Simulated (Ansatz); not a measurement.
# Si2Ge3: what a guessed cell relaxes into

Aim: relax a trial structure of Si2Ge3 and see where it ends.

Method: DFT PBE, scalar-relativistic, plane waves, PAW, in Ansatz 0.2.0.

## 1. The structure to begin with

The structure is tetragonal, space group P4mm (No. 99). Conventional cell: a = 3.791 Å, b = 3.791 Å, c = 5.584 Å, α = 90.00°, β = 90.00°, γ = 90.00°. Si (site symmetry 4mm) has 5 Ge at 2.43 to 2.51 Å as nearest neighbours. Around Si (site symmetry 4mm) lie 8 Ge at 2.52 to 2.68 Å. Around Ge (site symmetry 2mm) lie 4 Si at 2.43 to 2.52 Å and 6 Ge at 2.45 to 2.68 Å. Around Ge (site symmetry 4mm) lie 4 Ge at 2.45 Å and 5 Si at 2.51 to 2.68 Å.

Coordinates:

```
Si Ge
1.0
     3.79138    0.00000    0.00000
     0.00000    3.79138    0.00000
     0.00000    0.00000    5.58425
Si Ge
2 3
Direct
  0.00000 0.00000 0.72113
  0.50000 0.50000 0.28981
  0.50000 0.00000 0.99346
  0.00000 0.50000 0.99346
  0.00000 0.00000 0.27214
```

Recipe of the guess: species swapped into a database cell of Cu3Te2 (P4mm, No. 99), with Ge on the Cu sites and Si on the Te sites. Lengths come from tabulated atomic sizes and are only a guess.

## 2. Probe: one point on a coarse mesh

Contents of input.yaml:

```yaml
crystal:
  lattice:
    - [3.79138436, 0.0, 0.0]
    - [0.0, 3.79138436, 0.0]
    - [0.0, 0.0, 5.58424979]
  atoms:
    - { symbol: Si, position: [0.0, 0.0, 0.72112864] }
    - { symbol: Si, position: [0.5, 0.5, 0.28981033] }
    - { symbol: Ge, position: [0.5, 0.0, 0.99346125] }
    - { symbol: Ge, position: [0.0, 0.5, 0.99346125] }
    - { symbol: Ge, position: [0.0, 0.0, 0.27213845] }
basis:
  ecutwfc: 420
kpoints:
  mp_grid: { grid: [4, 4, 4] }
hamiltonian:
  xc: pbe
scf:
  occupations: { method: gaussian, width: 0.1 }
  lower_state_search: "off"
output:
  forces: true
  stress: true
  eigenvalues: true
```

Command:

```console
$ ansatz run input.yaml --threads 1 --pin off --max-ram 2560MiB --backend cpu --events-out ev --progress --plain --runs-dir out
```

Further runs follow: coarse relaxation; final relaxation.

Before running it: what results should come out? Wanted: conventional cell; volume; energy over the elements; gap on the mesh.

**Answer**, as computed:

| quantity | value |
| --- | --- |
| symmetry at the end (tolerance 0.05 Å) | space group P4mm (No. 99) |
| conventional cell | a = 4.113 Å, b = 4.113 Å, c = 6.439 Å, α = 90.00°, β = 90.00°, γ = 90.00° |
| volume | 21.79 Å³/atom |
| energy over the elements | +0.51 eV/atom |
| gap on the mesh | none (metal) |

In words: The space group P4mm (No. 99) is kept, and the volume per atom grows by 35.7 % from the first guess. With a positive formation energy it can't be a ground state. No finished test with a distortion of lower symmetry is shown, so the end may be a saddle point.
